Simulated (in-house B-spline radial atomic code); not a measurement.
# W²¹⁺: excited configurations

Wanted: excitation energies of W²¹⁺ as differences of total energies (ΔSCF).

Method: non-relativistic Hartree-Fock, average of configuration, point nucleus, basis-set limit. Code: in-house B-spline radial atomic code version 1.

## (1) The system

| Item | Value |
| --- | --- |
| element | tungsten (Z = 74) |
| charge | +21 |
| electrons | 53 |
| configuration | [Kr] 4d10 4f7 |
| Hamiltonian | non-relativistic |
| nucleus | point |

Outer shells as boxes (Hund's rule):

[Kr] 4d10 4f7
```
[Kr] core
4d [↑↓][↑↓][↑↓][↑↓][↑↓]
4f [↑ ][↑ ][↑ ][↑ ][↑ ][↑ ][↑ ]
```

The boxes draw the filling by Hund's rule, which heavy ions in jj coupling don't follow; these runs average over all states of the configuration.

Input settings:

```ini
Z = 74
electrons = 53.0
configuration = [Kr] 4d10 4f7
hamiltonian = nr
method = hf
spin_polarised = False
```

This reference run was done before. Its total energy is -15112.881470 hartree, and its levels are (the highest eight at most):

| orbital | occupation | energy (eV) | <r> (bohr) |
| --- | --- | --- | --- |
| 2p | 6 | -10829.7 | 0.07321 |
| 3s | 2 | -3083.51 | 0.2187 |
| 3p | 6 | -2869.71 | 0.2091 |
| 3d | 10 | -2476.70 | 0.1835 |
| 4s | 2 | -1075.46 | 0.4727 |
| 4p | 6 | -982.66 | 0.4763 |
| 4d | 10 | -813.35 | 0.4805 |
| 4f | 7 | -601.27 | 0.4771 |

## (2) Configuration [Kr] 4d10 4f5 6s1 6d1

Input settings:

```ini
Z = 74
electrons = 53.0
configuration = [Kr] 4d10 4f5 6s1 6d1
hamiltonian = nr
method = hf
spin_polarised = False
```

**Question.** How far above the reference does each configuration lie (order and size, in eV)?

The runs gave:

| net move | configuration | energy above the reference (eV) | largest <r> (bohr) |
| --- | --- | --- | --- |
| 2×4f → 6d, 6s | [Kr] 4d10 4f5 6s1 6d1 | 652.19 | 1.60 |

**Reading.** The promotion costs 652.19 eV. 1 of them lies more than 2 % above the ionisation threshold that Koopmans' theorem gives (601.27 eV), where such states can decay by emitting an electron. These are averages over configurations, without correlation, not spectroscopic levels.
